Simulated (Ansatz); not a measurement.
# CH₈AlNOSi: up Jacob's ladder to CCSD(T)

The task here is to estimate one member of a computed series from the others.

Computed with Ansatz 0.2.0, Gaussian basis. Level: functionals in def2-TZVPP, the program's frozen cores in correlated methods.

Levels to be run: PBE-D4, r2SCAN-D4, PBE0-D4, B3LYP-D4, ωB97X-V, ωB97M-V, B2PLYP; CCSD(T)/def2-TZVPP; MP2/def2-QZVPP; extrapolation to the limit.

## Structure used throughout

All runs share one geometry, relaxed beforehand with PBE0-D4 in a triple-zeta def2 set.

13 atoms, charge 0, spin multiplicity 1.

Atoms are counted from 1 here; the program's logs count them from 0.

Bond lengths: N1–C2 1.528 Å, N1–Al3 2.007 Å, N1–H6 1.011 Å, N1–H7 1.010 Å, C2–Al3 1.940 Å, C2–H8 1.087 Å, C2–H9 1.087 Å, Al3–O4 1.713 Å, Al3–Si5 2.446 Å, O4–H10 0.955 Å, Si5–H11 1.494 Å, Si5–H12 1.493 Å, Si5–H13 1.496 Å. Angles: C2–N1–Al3 64.9°, C2–N1–H6 112.9°, C2–N1–H7 114.4°, Al3–N1–H6 118.9°, Al3–N1–H7 127.6°, H6–N1–H7 109.2°, N1–C2–Al3 69.6°, N1–C2–H8 110.8°, N1–C2–H9 110.2°, Al3–C2–H8 123.8°, Al3–C2–H9 122.4°, H8–C2–H9 110.2°, N1–Al3–C2 45.5°, N1–Al3–O4 110.3°, N1–Al3–Si5 111.6°, C2–Al3–O4 116.1°, C2–Al3–Si5 120.7°, O4–Al3–Si5 123.0° and more.

Set-up of the first run:

Input file in.yaml:

```yaml
crystal:
  periodic: [false, false, false]
  atoms:
    - {symbol: N, position_ang: [-1.056783, -1.059663, 0.681187]}
    - {symbol: C, position_ang: [0.376658, -1.338644, 1.131210]}
    - {symbol: Al, position_ang: [0.371910, -0.287780, -0.499095]}
    - {symbol: O, position_ang: [0.471233, -1.169007, -1.964822]}
    - {symbol: Si, position_ang: [0.388608, 2.156911, -0.410093]}
    - {symbol: H, position_ang: [-1.543339, -1.893069, 0.379100]}
    - {symbol: H, position_ang: [-1.621631, -0.574392, 1.364093]}
    - {symbol: H, position_ang: [0.571135, -2.408055, 1.160387]}
    - {symbol: H, position_ang: [0.556782, -0.897045, 2.108035]}
    - {symbol: H, position_ang: [0.349182, -0.753761, -2.815995]}
    - {symbol: H, position_ang: [-0.416622, 2.798313, -1.493237]}
    - {symbol: H, position_ang: [1.758346, 2.742728, -0.506983]}
    - {symbol: H, position_ang: [-0.184979, 2.648764, 0.881012]}
basis:
  gaussian: {orbitals: def2-TZVPP}
hamiltonian: {xc: pbe, dispersion: d4}
output: {forces: true, orbitals: {seedname: orbitals}}
```

On the command line:

```
ansatz run in.yaml --threads 4 --pin off --events-out ev --progress --plain --max-ram 10444MiB
```

Among the steps run: PBE-D4 (GGA); r2SCAN-D4 (meta-GGA); PBE0-D4 (hybrid); B3LYP-D4 (hybrid); ωB97X-V (range-separated); ωB97M-V (range-separated); B2PLYP (double hybrid); CCSD(T) in def2-TZVPP; MP2 in def2-QZVPP.

One table of the session follows, with a row left open; its other results are not shown here.

```
            method  atomisation energy (kJ/mol)
            PBE-D4                       4436.5
         r2SCAN-D4                       4397.8
           PBE0-D4                       4369.0
          B3LYP-D4                       4393.8
           ωB97X-V                            ?
           ωB97M-V                       4408.3
            B2PLYP                       4341.3
     HF/def2-TZVPP                       3148.5
    MP2/def2-TZVPP                       4319.6
   CCSD/def2-TZVPP                       4225.3
CCSD(T)/def2-TZVPP                       4283.7
           MP2/CBS                       4444.8
       CCSD(T)/CBS                       4408.9
```

Q: Estimate the row for ωB97X-V from the others.

**Answer.** atomisation energy (kJ/mol): 4421.4. In the column «atomisation energy (kJ/mol)» it lies between CCSD(T)/CBS (4408.9) and PBE-D4 (4436.5).

Caveats from the session: Free atoms (1 N, 1 C, 1 Al, 1 O, 1 Si, 8 H) were run apart at each level; the atomisation energy is their sum less the molecule, without zero-point or spin-orbit terms.
